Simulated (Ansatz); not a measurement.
# C3H9GeNO: how energies converge with the basis set

One table from this session's results is given with a row withheld; the runs are named, their logs left out.

Method: one geometry, several basis sets; program: Ansatz 0.2.0, Gaussian basis.

The runs, in order: PBE0-D4/def2-SVP; ωB97M-V/def2-SVP; PBE0-D4/def2-QZVPP; ωB97M-V/def2-QZVPP; the functionals' def2-TZVPP values are taken from earlier runs.

## The geometry

The geometry comes from an earlier relaxation with PBE0-D4 in a triple-zeta def2 set; it is a stationary point, not always the lowest conformer.

SMILES `CC(C)[O][Ge][NH2]`, 15 atoms, charge 0, spin multiplicity 1.

Atoms are counted from 1 here; the program's logs count them from 0.

Bond lengths: C1–C2 1.515 Å, C1–H7 1.093 Å, C1–H8 1.093 Å, C1–H9 1.091 Å, C2–C3 1.518 Å, C2–O4 1.413 Å, C2–H10 1.101 Å, C3–H11 1.093 Å, C3–H12 1.092 Å, C3–H13 1.093 Å, O4–Ge5 1.790 Å, Ge5–N6 1.830 Å, N6–H14 1.008 Å, N6–H15 1.008 Å. Angles: C2–C1–H7 110.9°, C2–C1–H8 110.0°, C2–C1–H9 110.4°, H7–C1–H8 108.6°, H7–C1–H9 108.6°, H8–C1–H9 108.2°, C1–C2–C3 111.9°, C1–C2–O4 108.0°, C1–C2–H10 107.9°, C3–C2–O4 110.2°, C3–C2–H10 108.9°, O4–C2–H10 109.8°, C2–C3–H11 111.0°, C2–C3–H12 111.1°, C2–C3–H13 109.8°, H11–C3–H12 108.4°, H11–C3–H13 108.5°, H12–C3–H13 108.1° and more.

The first run:

in.yaml

```yaml
crystal:
  periodic: [false, false, false]
  atoms:
    - {symbol: C, position_ang: [-0.613394, -0.957180, 1.638116]}
    - {symbol: C, position_ang: [-0.149670, -0.234987, 0.389096]}
    - {symbol: C, position_ang: [0.523915, -1.176266, -0.593341]}
    - {symbol: O, position_ang: [0.746443, 0.783958, 0.781745]}
    - {symbol: Ge, position_ang: [1.112630, 2.340385, -0.022010]}
    - {symbol: N, position_ang: [0.040642, 2.215225, -1.499581]}
    - {symbol: H, position_ang: [-1.329331, -1.744791, 1.389777]}
    - {symbol: H, position_ang: [0.241294, -1.410367, 2.146199]}
    - {symbol: H, position_ang: [-1.089690, -0.258410, 2.327947]}
    - {symbol: H, position_ang: [-1.033744, 0.211187, -0.092594]}
    - {symbol: H, position_ang: [-0.159289, -1.970736, -0.904638]}
    - {symbol: H, position_ang: [0.857441, -0.640270, -1.484771]}
    - {symbol: H, position_ang: [1.398270, -1.635517, -0.125469]}
    - {symbol: H, position_ang: [-0.563930, 1.451963, -1.760910]}
    - {symbol: H, position_ang: [-0.003488, 2.975006, -2.160164]}
basis:
  gaussian: {orbitals: def2-SVP}
hamiltonian: {xc: pbe0, dispersion: d4}
output: {orbitals: {seedname: orbitals}}
```

The run is started by

```console
$ ansatz run in.yaml --threads 4 --pin off --events-out ev --progress --plain --max-ram 11315MiB
```

Among the steps run: PBE0-D4 in def2-SVP; ωB97M-V in def2-SVP; PBE0-D4 in def2-QZVPP; ωB97M-V in def2-QZVPP.

One of the session's tables, all rows but one given; the rest of the session is left out.

It belongs to the step «Functionals by basis». 

| functional | basis | HOMO (eV) |
| --- | --- | --- |
| PBE0-D4 | def2-SVP | -7.11 |
| PBE0-D4 | def2-TZVPP | -7.21 |
| PBE0-D4 | def2-QZVPP | -7.26 |
| ωB97M-V | def2-SVP | -9.31 |
| ωB97M-V | def2-TZVPP | ? |
| ωB97M-V | def2-QZVPP | -9.49 |

Estimate the missing values for ωB97M-V, def2-TZVPP.

The run gave: HOMO (eV): -9.43. In the column «HOMO (eV)» it lies between ωB97M-V, def2-QZVPP (-9.49) and ωB97M-V, def2-SVP (-9.31).
